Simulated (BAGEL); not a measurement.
# SiHClOF (SMILES O[Si](F)Cl): levels of theory compared

Aim: a comparison of 3 runs (UHF/3-21G, UHF/6-31G*, UHF/aug-cc-pVDZ) of SiHClOF. 

The results are computed with BAGEL 1.2.2.

## 1. The structure to begin with

The species is SiHClOF (5 atoms), meant as a doublet with charge 0. As SMILES, `O[Si](F)Cl`. One bond was lengthened or shortened from a relaxed shape.

Bond lengths: O1–Si2 2.120 Å, Si2–F3 1.596 Å, Si2–Cl4 2.040 Å, O1–H5 0.960 Å. Angles: O1–Si2–F3 109.7°, O1–Si2–Cl4 106.8°, F3–Si2–Cl4 108.8°, Si2–O1–H5 117.9°.

## 2. The energy at UHF/3-21G (density fitting with qzvpp-jkfit) (run 1)

Contents of input.json:

```json
{ "bagel" : [

{
  "title" : "molecule",
  "basis" : "3-21g",
  "df_basis" : "qzvpp-jkfit",
  "angstrom" : "true",
  "geometry" : [
    { "atom" : "O", "xyz" : [   -0.028039,    1.611678,   -0.145254 ] },
    { "atom" : "Si", "xyz" : [    0.078300,   -0.426700,    0.425700 ] },
    { "atom" : "F", "xyz" : [    0.979500,   -1.232100,   -0.616800 ] },
    { "atom" : "Cl", "xyz" : [   -1.825100,   -1.157700,    0.353200 ] },
    { "atom" : "H", "xyz" : [    0.796061,    2.071978,   -0.321554 ] }
  ]
},
{ "title" : "uhf", "nopen" : 1 },
{ "title" : "print", "file" : "orbitals.molden", "orbitals" : "true" }

]}
```

Started as:

```bash
$ BAGEL_NUM_THREADS=1 BAGEL input.json > input.out
```

The program printed:

```text
* using 1 threads per process

  ===============================================================
  ===============================================================

  *** Geometry ***

  { "atom" : "O", "xyz" : [     -0.052986,      3.045630,     -0.274490 ] },
  { "atom" : "Si", "xyz" : [      0.147966,     -0.806346,      0.804456 ] },
  { "atom" : "F", "xyz" : [      1.850987,     -2.328332,     -1.165583 ] },
  { "atom" : "Cl", "xyz" : [     -3.448939,     -2.187736,      0.667451 ] },
  { "atom" : "H", "xyz" : [      1.504337,      3.915471,     -0.607649 ] },

  Number of auxiliary basis functions:      428

  Since a DF basis is specified, we compute 2- and 3-index integrals:
    o Being stored without compression. Storage requirement is 0.007 GB

  Number of basis functions:       46
  Number of electrons      :       49

    * METHOD: MOLECULE                             0.10

  *** Open-shell HF ***

  === Nuclear Repulsion ===
   203.4896019061

      * DIIS with orbital gradients will be used.

  === UHF iteration (3-21g) ===
      0       -918.40367144          0.06949212           0.05
      1       -918.53897547          0.05292264           0.05
      2       -918.60124353          0.03846343           0.05
      3       -918.65813300          0.00218418           0.05
      4       -918.65986601          0.00119730           0.05
      5       -918.66104388          0.00093030           0.05
      6       -918.66191912          0.00071485           0.05
      7       -918.66271079          0.00062942           0.05
      8       -918.66387547          0.00044229           0.05
      9       -918.66419809          0.00022840           0.05
[... 18 lines of this table left out ...]
     28       -918.66428415          0.00000003           0.05
     29       -918.66428415          0.00000002           0.05
     30       -918.66428415          0.00000001           0.05
     31       -918.66428415          0.00000001           0.05
    * SCF iteration converged.

    * S^2 (UHF) is 0.8589

    * Permanent dipole moment:
           (   -1.121548,    -0.526788,    -0.376100) a.u.

    * METHOD: UHF                                  1.57

    * METHOD: PRINT                                0.00

  ===============================================================
```

Run time: 1.9 s. Hardware: 1 thread of Arm Neoverse V2, shared host; peak memory 0.082 GiB.

## 3. A single-point energy at UHF/6-31G(d) (density fitting with qzvpp-jkfit, spherical functions) (run 2)

Contents of input.json:

```json
{ "bagel": [

{
  "title": "molecule",
  "basis": "6-31gs.json",
  "df_basis": "qzvpp-jkfit",
  "angstrom": true,
  "geometry": [
    { "atom": "O", "xyz": [   -0.028039,    1.611678,   -0.145254 ] },
    { "atom": "Si", "xyz": [    0.078300,   -0.426700,    0.425700 ] },
    { "atom": "F", "xyz": [    0.979500,   -1.232100,   -0.616800 ] },
    { "atom": "Cl", "xyz": [   -1.825100,   -1.157700,    0.353200 ] },
    { "atom": "H", "xyz": [    0.796061,    2.071978,   -0.321554 ] }
  ]
},
{
  "title": "uhf",
  "nopen": 1
},
{
  "title": "print",
  "file": "orbitals.molden",
  "orbitals": true
}

]}
```

The basis set 6-31G* is read from a file made from the Basis Set Exchange's data (not shown).

Started as:

```bash
$ BAGEL_NUM_THREADS=1 BAGEL input.json > input.out
```

The program printed:

```text
* using 1 threads per process

  ===============================================================
  ===============================================================

  *** Geometry ***

  { "atom" : "O", "xyz" : [     -0.052986,      3.045630,     -0.274490 ] },
  { "atom" : "Si", "xyz" : [      0.147966,     -0.806346,      0.804456 ] },
  { "atom" : "F", "xyz" : [      1.850987,     -2.328332,     -1.165583 ] },
  { "atom" : "Cl", "xyz" : [     -3.448939,     -2.187736,      0.667451 ] },
  { "atom" : "H", "xyz" : [      1.504337,      3.915471,     -0.607649 ] },

  Number of auxiliary basis functions:      428

  Since a DF basis is specified, we compute 2- and 3-index integrals:
    o Being stored without compression. Storage requirement is 0.015 GB

  Number of basis functions:       66
  Number of electrons      :       49

    * METHOD: MOLECULE                             0.14

  *** Open-shell HF ***

  === Nuclear Repulsion ===
   203.4896019061

      * DIIS with orbital gradients will be used.

  === UHF iteration (6-31gs.json) ===
      0       -922.96884552          0.05796182           0.07
      1       -923.10451853          0.04842158           0.07
      2       -923.19962417          0.03651357           0.08
      3       -923.31603930          0.00201279           0.07
      4       -923.31805948          0.00106448           0.07
      5       -923.31890007          0.00047249           0.07
      6       -923.31929542          0.00027857           0.07
      7       -923.31952114          0.00023344           0.07
      8       -923.31975880          0.00018058           0.07
      9       -923.32000971          0.00010800           0.07
[... 15 lines of this table left out ...]
     25       -923.32009985          0.00000003           0.07
     26       -923.32009985          0.00000002           0.07
     27       -923.32009985          0.00000001           0.07
     28       -923.32009985          0.00000001           0.07
    * SCF iteration converged.

    * S^2 (UHF) is 0.8141

    * Permanent dipole moment:
           (   -0.789155,     0.116529,    -0.492227) a.u.

    * METHOD: UHF                                  2.18

    * METHOD: PRINT                                0.01

  ===============================================================
```

It took 2.5 s on 1 thread of Arm Neoverse V2, shared host; peak memory 0.088 GiB.

## 4. A single-point energy at UHF/aug-cc-pVDZ (density fitting with qzvpp-jkfit) (run 3)

Contents of calc.json:

```json
{ "bagel" : [

{
  "title" : "molecule",
  "basis" : "aug-cc-pvdz.json",
  "df_basis" : "qzvpp-jkfit",
  "angstrom" : true,
  "geometry" : [
    { "atom" : "O", "xyz" : [      -0.028039,       1.611678,      -0.145254 ] },
    { "atom" : "Si", "xyz" : [       0.078300,      -0.426700,       0.425700 ] },
    { "atom" : "F", "xyz" : [       0.979500,      -1.232100,      -0.616800 ] },
    { "atom" : "Cl", "xyz" : [      -1.825100,      -1.157700,       0.353200 ] },
    { "atom" : "H", "xyz" : [       0.796061,       2.071978,      -0.321554 ] }
  ]
},

{
  "title" : "uhf",
  "nopen" : 1
},

{
  "title" : "print",
  "file" : "orbitals.molden",
  "orbitals" : true
}

]}
```

The basis set aug-cc-pVDZ is read from a file made from the Basis Set Exchange's data (not shown).

Started as:

```bash
$ BAGEL_NUM_THREADS=1 BAGEL calc.json > calc.out
```

The program printed:

```text
* using 1 threads per process

  ===============================================================
  ===============================================================

  *** Geometry ***

  { "atom" : "O", "xyz" : [     -0.052986,      3.045630,     -0.274490 ] },
  { "atom" : "Si", "xyz" : [      0.147966,     -0.806346,      0.804456 ] },
  { "atom" : "F", "xyz" : [      1.850987,     -2.328332,     -1.165583 ] },
  { "atom" : "Cl", "xyz" : [     -3.448939,     -2.187736,      0.667451 ] },
  { "atom" : "H", "xyz" : [      1.504337,      3.915471,     -0.607649 ] },

  Number of auxiliary basis functions:      428

  Since a DF basis is specified, we compute 2- and 3-index integrals:
    o Being stored without compression. Storage requirement is 0.041 GB

  Number of basis functions:      109
  Number of electrons      :       49

    * METHOD: MOLECULE                             0.18

  *** Open-shell HF ***

  === Nuclear Repulsion ===
   203.4896019061

      * DIIS with orbital gradients will be used.

  === UHF iteration (aug-cc-pvdz.json) ===
      0       -922.93066792          0.04209945           0.14
      1       -923.07037110          0.04471812           0.15
      2       -923.19959037          0.03086069           0.15
      3       -923.39790985          0.00292237           0.16
      4       -923.40150700          0.00114070           0.15
      5       -923.40256336          0.00043198           0.14
      6       -923.40295828          0.00023346           0.14
      7       -923.40313737          0.00017469           0.14
      8       -923.40324669          0.00013406           0.14
      9       -923.40336632          0.00011224           0.14
[... 18 lines of this table left out ...]
     28       -923.40352378          0.00000002           0.13
     29       -923.40352378          0.00000002           0.14
     30       -923.40352378          0.00000001           0.14
     31       -923.40352378          0.00000001           0.14
    * SCF iteration converged.

    * S^2 (UHF) is 0.8017

    * Permanent dipole moment:
           (   -0.522078,     0.272472,    -0.471635) a.u.

    * METHOD: UHF                                  4.64

    * METHOD: PRINT                                0.02

  ===============================================================
```

It took 5.1 s on 1 thread of Arm Neoverse V2, shared host; peak memory 0.13 GiB.

## 5. Overview of the runs

```csv
run,level,energy (Eh),dipole moment (D),⟨S²⟩,wall time
1,UHF/3-21G (density fitting with qzvpp-jkfit),-918.664284,3.29,0.859,1.9 s
2,"UHF/6-31G* (density fitting with qzvpp-jkfit, spherical functions)",-923.320100,2.38,0.814,2.5 s
3,UHF/aug-cc-pVDZ (density fitting with qzvpp-jkfit),-923.403524,1.92,0.802,5.1 s
```

## 6. Outcome

| quantity | value |
| --- | --- |
| run 3: total energy | -923.40352 Eh |
| run 3: dipole moment | 1.92 D |
| run 3: ⟨S²⟩ | 0.802 |

The dipole moment (its size) runs from 1.92 D (UHF/aug-cc-pVDZ) to 3.29 D (UHF/3-21G). Spin contamination of the reference: run 1 ⟨S²⟩ = 0.86. All runs together took 9.5 s, the longest 5.1 s.
